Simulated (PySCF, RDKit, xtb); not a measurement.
# Solving GaSi2H5, step by step

Task: start from the formula GaSi2H5, draw up candidate structures, narrow them down in stages, and characterise the one that lies lowest at 298.15 K.

The funnel: GFN2-xTB relaxations, single points with a density functional, relaxations at B3LYP/6-31G*, harmonic vibrations (at GFN2-xTB), and a last energy at a higher level. All values are calculated.

1 further run of the same task is left out (set aside as unsound or not needed).

## (1) Candidates

A program enumerates the bonding patterns with one Lewis structure each (two rings at most, one unusual centre or charged pair), with their diastereomers. O–O, O–halogen and N–halogen bonds and N–N–N chains are not drawn. That gives 14 candidates.

| label | SMILES | spin |
| --- | --- | --- |
| c056 | [SiH][SiH2][GaH2] | singlet |
| c358 | [SiH2]=[SiH][GaH2] | singlet |
| c463 | [SiH2-][Ga+][SiH3] | singlet |
| c572 | [SiH][GaH][SiH3] | singlet |
| c593 | [SiH+]1[SiH2][GaH2-]1 | singlet |
| c633 | [SiH][GaH][SiH3] | triplet |
| c635 | [SiH3][SiH-][GaH+] | singlet |
| c697 | [SiH3][SiH2][Ga] | triplet |
| c704 | [SiH2]=[Si+][GaH3-] | singlet |
| c803 | [SiH3][SiH2][Ga] | singlet |
| c847 | [SiH3][Si][GaH2] | singlet |
| c883 | [SiH3][Si][GaH2] | triplet |
| c912 | [SiH2]1[SiH2][GaH]1 | singlet |
| c986 | [SiH][SiH2][GaH2] | triplet |

Candidates are built by distance geometry, with a force field where one applies, in up to four conformers (letters a to d). 6 starts with atoms placed at random are added, to find patterns that the rules miss.

Q: Predict the outcome of this search (final energies at CCSD(T)/def2-SVP + MP2/def2-TZVPP - MP2/def2-SVP).

| quantity | value |
| --- | --- |
| lowest structure found | [SiH3][SiH2][Ga], singlet |
| next finalist | [SiH2][Ga][SiH3] ‡, singlet, 14.3 kcal/mol higher in G |
| share at equilibrium, among the finalists | 100.0 % |
| lowest excitation (TD-PBE0/def2-SVPD) | 2.30 eV (f = 0.005) |
| lowest triplet excitation, same level, Tamm-Dancoff | 1.56 eV |

The lowest structure found is `[SiH3][SiH2][Ga]`. Among the finalists first place is clear (14.3 kcal/mol); structures outside the list aren't covered. r2SCAN-D4/def2-SVP, B3LYP/6-31G*, HF/def2-SVP and MP2/def2-SVP already put its bonding pattern lowest among the structures in one piece. Lowest found is not proven lowest: the search is finite, and each finalist counts with one conformer. Patterns outside the rules of the enumeration were met only by chance.

‡ marks the bonded skeleton alone, with all bonds drawn single: no Lewis structure was assigned that passes a check against the bond lengths.
